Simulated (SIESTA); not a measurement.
# In2Au3 under changes of volume

One of the cells (21.670 Å³/atom); the others are scaled copies at fixed shape and fractional positions:

```
Au In
1.0
     4.65080    0.00000    0.00000
    -2.32540    4.02771    0.00000
     0.00000    0.00000    5.78425
Au In
3 2
Direct
  0.00000 0.00000 0.00000
  0.33333 0.66667 0.19346
  0.66667 0.33333 0.80654
  0.33333 0.66667 0.67833
  0.66667 0.33333 0.32167
```

The cell comes from a database or a generator and needn't be the stable form of this composition.

* Program: SIESTA 5.4.2
* Functional: PBEsol
* Potentials or basis: PseudoDojo 0.4 standard (PBEsol files)
* Basis: DZP (energy shift 0.003 Ry; two zetas on semicore shells)
* Grid cutoff: 800 Ry
* Energy shift: 0.003 Ry
* k mesh: 7 × 7 × 5
* Occupations: fermi-dirac, width 0.05 eV
* Spin: no spin polarisation

```csv
volume (Å³/atom),energy over the lowest point (meV/atom),pressure (GPa),largest force (eV/Å)
19.971,?,?,?
20.396,4.13,2.8,0.247
20.820,0.00,0.5,0.221
21.670,8.20,-3.3,0.192
22.095,18.83,-4.7,0.169
22.520,33.03,-6.0,0.164
```

Task: What does the run at 19.971 Å³/atom give?

Result: Energy over the lowest point 14.90 meV/atom; pressure 5.5 GPa; largest force 0.271 eV/Å.

Worked out: A Birch-Murnaghan fit of order 3 (a polynomial in V^(-2/3)) to the other rows has its minimum at 20.90 Å³/atom with B0 = V·E''(V) = 103 GPa and B' = 7.0 at fixed shape and positions, which overstates the stiffness. It gives 15.01 meV/atom at 19.971 Å³/atom, against the run's 14.90, and -dE/dV = 5.5 GPa, against 5.5.

Energies are extrapolated to zero smearing.

Caveats: short orbitals over semicore shells can move pressures by several GPa; the basis of atomic orbitals isn't converged, which shifts pressures, moduli and gaps.
